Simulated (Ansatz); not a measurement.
# C2H5ClSSi: molecular dynamics

Aim: follow the molecule's vibrations and see whether its bonds hold. The start is relaxed first. Runs: 300 steps of 0.5 fs under a Nosé-Hoover thermostat at 400 K. SMILES of the start: [SiH3]C(Cl)=CS.

All numbers below are computed with Ansatz 0.2.0 (RHF/6-31G*).

## 1. Starting point

Bond lengths: Si1–C2 1.849 Å, C2–Cl3 1.740 Å, C2–C4 1.372 Å, C4–S5 1.662 Å, Si1–H6 1.554 Å, Si1–H7 1.488 Å, Si1–H8 1.424 Å, C4–H9 1.162 Å, S5–H10 1.322 Å. Angles: Si1–C2–Cl3 115.8°, Si1–C2–C4 125.4°, Cl3–C2–C4 118.8°, C2–Si1–H6 107.9°, C2–Si1–H7 109.9°, C2–Si1–H8 112.1°, H6–Si1–H7 105.6°, H6–Si1–H8 109.1°, H7–Si1–H8 111.9°, C2–C4–S5 129.2°, C2–C4–H9 115.5°, S5–C4–H9 115.2°, C4–S5–H10 98.3°.

Structure file:

```xyz
10

Si   -1.3446   -1.0002   -0.0966
C     0.3077   -0.1705   -0.1264
Cl    1.6206   -1.1205   -0.7589
C     0.5668    1.1001    0.3206
S     2.0052    1.9315    0.3495
H    -2.3817    0.0223    0.4462
H    -1.7802   -1.3128   -1.4848
H    -1.3493   -2.1563    0.7350
H    -0.3480    1.6780    0.7450
H     2.7865    0.9772   -0.1267
```

## 2. Preparing the start

File input.yaml:

```yaml
crystal:
  periodic: [false, false, false]
  atoms:
    - { symbol: Si, position_ang: [-1.3446, -1.0002, -0.0966] }
    - { symbol: C, position_ang: [0.3077, -0.1705, -0.1264] }
    - { symbol: Cl, position_ang: [1.6206, -1.1205, -0.7589] }
    - { symbol: C, position_ang: [0.5668, 1.1001, 0.3206] }
    - { symbol: S, position_ang: [2.0052, 1.9315, 0.3495] }
    - { symbol: H, position_ang: [-2.3817, 0.0223, 0.4462] }
    - { symbol: H, position_ang: [-1.7802, -1.3128, -1.4848] }
    - { symbol: H, position_ang: [-1.3493, -2.1563, 0.735] }
    - { symbol: H, position_ang: [-0.348, 1.678, 0.745] }
    - { symbol: H, position_ang: [2.7865, 0.9772, -0.1267] }
basis:
  gaussian: { orbitals: "6-31G*" }
hamiltonian:
  xc: hf
relax:
  f_tol: 0.02
  max_steps: 40
scf:
  lower_state_search: "off"
output:
  orbitals: {}
```

Command:

```sh
> ansatz run input.yaml --threads 1 --pin off --max-ram 2048MiB --backend cpu --events-out ev --progress --plain --runs-dir out
```

The runs that follow: Dynamics.

What does the calculation give? Wanted: relaxation of the start; temperature, first and last step; temperature, second half; potential energy, second half; largest change of the conserved energy; bonds formed or broken.

As calculated:

| quantity | value |
| --- | --- |
| relaxation of the start | 6 moves, 0.445 eV lower |
| length | 300 steps of 0.5 fs |
| temperature, first and last step | 400 and 209 K |
| temperature, second half | mean 264 K, from 209 to 322 K |
| potential energy, second half | +27 meV/atom from the start |
| largest change of the conserved energy | 0.16 meV/atom |
| bonds formed or broken | 0 |

**Reading.** Against a set 400 K the second half averages 264 K with a spread of 25 K; 27 meV/atom has gone into potential energy, and a thermostat that acts over some 100 fs has not made it up in 150 fs. The conserved energy strays from its start by at most 0.16 meV/atom, 0.7 % of the mean kinetic energy, which is good for a step of 0.5 fs. The bonding pattern survives the run. A run of 150 fs with 10 atoms shows the motion but fixes no equilibrium value. The nuclei move classically, without zero-point motion, which matters most for hydrogen.
